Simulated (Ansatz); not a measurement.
From input file to script: GeH5NOS, SMILES [NH2][GeH]([OH])[SH] in Ansatz 0.2.0.

```yaml
crystal:
  periodic: [false, false, false]
  atoms:
    - { symbol: "N", position_ang: [-0.1293, 0.7995, -1.3431] }
    - { symbol: Ge, position_ang: [0.3974, -0.2097, 0.0707] }
    - { symbol: O, position_ang: [0.6794, -1.8705, -0.5169] }
    - { symbol: S, position_ang: [-1.0914, -0.2351, 1.6416] }
    - { symbol: H, position_ang: [-1.0851, 0.4351, -1.6921] }
    - { symbol: H, position_ang: [-0.3877, 1.806, -0.9661] }
    - { symbol: H, position_ang: [1.7326, 0.3936, 0.6606] }
    - { symbol: H, position_ang: [1.0865, -2.3345, 0.2889] }
    - { symbol: H, position_ang: [-1.1139, 1.1694, 1.8392] }
basis:
  gaussian:
    orbitals: def2-SVP
hamiltonian:
  xc: hf
relax:
  f_tol: 0.02
```

Script `opt_geh5nos.py`:
```python
# -*- coding: utf-8 -*-
"""Minimum-energy structure of GeH5NOS."""

import itertools

import ansatz as az
from ase.data import atomic_numbers, covalent_radii
import numpy as np


def main():
    geometry_ang = [
        ("N", [-0.1293, 0.7995, -1.3431]),
        ("Ge", [0.3974, -0.2097, 0.0707]),
        ("O", [0.6794, -1.8705, -0.5169]),
        ("S", [-1.0914, -0.2351, 1.6416]),
        ("H", [-1.0851, 0.4351, -1.6921]),
        ("H", [-0.3877, 1.806, -0.9661]),
        ("H", [1.7326, 0.3936, 0.6606]),
        ("H", [1.0865, -2.3345, 0.2889]),
        ("H", [-1.1139, 1.1694, 1.8392]),
    ]
    geh5nos = az.Crystal.molecule()
    for symbol, xyz in geometry_ang:
        geh5nos = geh5nos.atom(symbol, xyz)

    calc = geh5nos.calculation().basis(gaussian="def2-SVP").functional("hf")
    symbols = [site.symbol for site in geh5nos.cartesian_sites]
    start = np.array([site.position_ang for site in geh5nos.cartesian_sites], dtype=float)
    def progress(event):
        if event["event"] == "relax_step":
            row = event["data"]
            print(f"step {row['step']:3d}  E = {row['lagrangian_ev']:.6f} eV  largest force component {row['allowed_force_max_ev_ang']:.4f} eV/A")


    data = calc.relax(force_tolerance=0.02).session().plan().execute(on_event=progress).report
    end = np.array(data["positions_ang"])

    for key in ("converged", "free_energy_ev", "reference_energy_ev", "n_frozen", "n_occupied", "n_virtual"):
        print(f"{key:22s} {data[key]}")

    # pairs closer than 1.2 times the sum of covalent radii, before or after
    radius = [covalent_radii[atomic_numbers[s]] for s in symbols]
    span = lambda where, i, j: np.linalg.norm(where[i] - where[j])
    bonded = [(i, j) for i, j in itertools.combinations(range(len(symbols)), 2) if min(span(start, i, j), span(end, i, j)) < 1.2 * (radius[i] + radius[j])]
    print("pair        before    after (A)")
    for i, j in bonded:
        print(f"{symbols[i]}{i}-{symbols[j]}{j}".ljust(10), f"{span(start, i, j):8.4f} {span(end, i, j):8.4f}")

    charges = data["charge_distribution"]
    dipole = np.array(charges["dipole_moment_e_ang"]) * 4.803205
    print("dipole (D): {:.3f} {:.3f} {:.3f}, length {:.3f}".format(*dipole, np.linalg.norm(dipole)))
    print("atom  Mulliken   Lowdin")
    for symbol, m, l in zip(symbols, charges["mulliken_charges_e"], charges["lowdin_charges_e"]):
        print(f"{symbol:4s} {m:9.3f} {l:8.3f}")


if __name__ == "__main__":
    main()
```

Output of `python opt_geh5nos.py`:
```text
step   1  E = -70876.524303 eV  largest force component 3.6871 eV/A
step   2  E = -70877.112697 eV  largest force component 1.4009 eV/A
step   3  E = -70877.241063 eV  largest force component 1.0941 eV/A
step   4  E = -70877.291984 eV  largest force component 0.6350 eV/A
step   5  E = -70877.313758 eV  largest force component 0.2898 eV/A
step   6  E = -70877.328708 eV  largest force component 0.1827 eV/A
step   7  E = -70877.328442 eV  largest force component 0.4670 eV/A
step   8  E = -70877.331034 eV  largest force component 0.0544 eV/A
step   9  E = -70877.335772 eV  largest force component 0.0493 eV/A
step  10  E = -70877.335350 eV  largest force component 0.2469 eV/A
step  11  E = -70877.336428 eV  largest force component 0.0667 eV/A
step  12  E = -70877.337283 eV  largest force component 0.1350 eV/A
step  13  E = -70877.341137 eV  largest force component 0.0667 eV/A
step  14  E = -70877.328906 eV  largest force component 0.4886 eV/A
step  15  E = -70877.342588 eV  largest force component 0.1916 eV/A
step  16  E = -70877.344448 eV  largest force component 0.2300 eV/A
step  17  E = -70877.352623 eV  largest force component 0.0594 eV/A
step  18  E = -70877.350410 eV  largest force component 0.2790 eV/A
step  19  E = -70877.355914 eV  largest force component 0.0302 eV/A
step  20  E = -70877.357911 eV  largest force component 0.1887 eV/A
step  21  E = -70877.358241 eV  largest force component 0.1784 eV/A
step  22  E = -70877.359723 eV  largest force component 0.1253 eV/A
step  23  E = -70877.360977 eV  largest force component 0.0844 eV/A
step  24  E = -70877.361208 eV  largest force component 0.1404 eV/A
step  25  E = -70877.361667 eV  largest force component 0.0940 eV/A
step  26  E = -70877.361601 eV  largest force component 0.1370 eV/A
step  27  E = -70877.362731 eV  largest force component 0.0249 eV/A
step  28  E = -70877.363746 eV  largest force component 0.0406 eV/A
step  29  E = -70877.364107 eV  largest force component 0.0193 eV/A
step  30  E = -70877.364158 eV  largest force component 0.0561 eV/A
step  31  E = -70877.364320 eV  largest force component 0.0431 eV/A
step  32  E = -70877.364714 eV  largest force component 0.0310 eV/A
step  33  E = -70877.360902 eV  largest force component 0.3324 eV/A
step  34  E = -70877.364819 eV  largest force component 0.0232 eV/A
step  35  E = -70877.356755 eV  largest force component 0.7324 eV/A
step  36  E = -70877.364872 eV  largest force component 0.0307 eV/A
step  37  E = -70877.365009 eV  largest force component 0.0213 eV/A
step  38  E = -70877.364680 eV  largest force component 0.1567 eV/A
step  39  E = -70877.365158 eV  largest force component 0.0102 eV/A
step  40  E = -70877.365116 eV  largest force component 0.0913 eV/A
step  41  E = -70877.365226 eV  largest force component 0.0153 eV/A
step  42  E = -70877.365170 eV  largest force component 0.0498 eV/A
step  43  E = -70877.365282 eV  largest force component 0.0156 eV/A
converged              True
free_energy_ev         -70877.36528218853
reference_energy_ev    -70877.36528218853
n_frozen               0
n_occupied             [34, 34]
n_virtual              [69, 69]
pair        before    after (A)
N0-Ge1       1.8151   1.8026
N0-H4        1.0808   1.0021
N0-H5        1.1054   1.0013
Ge1-O2       1.7841   1.7575
Ge1-S3       2.1645   2.2431
Ge1-H6       1.5795   1.5223
O2-H7        1.0151   0.9452
S3-H8        1.4185   1.3363
dipole (D): -0.750 0.291 0.171, length 0.822
atom  Mulliken   Lowdin
N       -0.552    0.030
Ge       1.089   -0.009
O       -0.607    0.007
S       -0.361    0.099
H        0.151    0.007
H        0.148    0.005
H       -0.147   -0.083
H        0.205   -0.029
H        0.076   -0.027
```

Reading the output:
- These settings explore the input space; basis and method may be short of convergence.
- The end point is the stationary point reached from this start; no frequency run checks that it is a minimum, and the basis set is modest.
- The Löwdin charges here are taken after orthogonalising the functions within each atom; they differ from plain Löwdin charges, and their signs can be unphysical.
- Run time: 2.1 min on 1 thread of Arm Neoverse V2 (shared host), peak memory 0.3 GiB.

(Lines on the test bed's own set-up are left out of the output.)
